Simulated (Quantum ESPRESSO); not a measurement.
# Ho under changes of volume

One of the cells (31.119 Å³/atom); the others are scaled copies at fixed shape and fractional positions:

```
CELL_PARAMETERS angstrom
3.57730 0.00000 0.00000
-1.78865 3.09803 0.00000
0.00000 0.00000 5.61580
ATOMIC_POSITIONS crystal
Ho 0.66667 0.33333 0.75000
Ho 0.33333 0.66667 0.25000
```

```yaml
Program: Quantum ESPRESSO 7.5
Functional: PBE
Potentials_or_basis: JTH 2.0 PBE
Cutoff: 680 eV
Density_cutoff: 4082 eV
k_mesh: 8 × 8 × 4
Occupations: fermi-dirac, width 0.05 eV
Spin: collinear spin, ferromagnetic start
Starting_moments: "[4.0, 4.0] μB"
```

```csv
volume (Å³/atom),energy over the lowest point (meV/atom),pressure (GPa),moment (μB per cell)
29.252,65.87,5.0,7.41
29.874,?,?,?
30.496,33.52,3.5,7.45
31.119,21.60,2.8,7.48
31.741,12.14,2.2,7.51
32.364,4.99,1.7,7.54
32.986,0.00,1.1,7.56
```

What does the run at 29.874 Å³/atom give?

Energy over the lowest point 48.17 meV/atom; pressure 4.2 GPa; moment 7.43 μB per cell.

Worked out: A Birch-Murnaghan fit of order 3 (a polynomial in V^(-2/3)) to the other rows has no minimum within the range. It gives 48.21 meV/atom at 29.874 Å³/atom, against the run's 48.17, and -dE/dV = 4.2 GPa, against 4.2. A straight line through the other rows of the moment, of slope 0.0418 μB per Å³/atom, gives 7.43 μB, against the run's 7.43.

Energies are extrapolated to zero smearing.

Caveats: the magnetic or orbital state may not be the lowest.
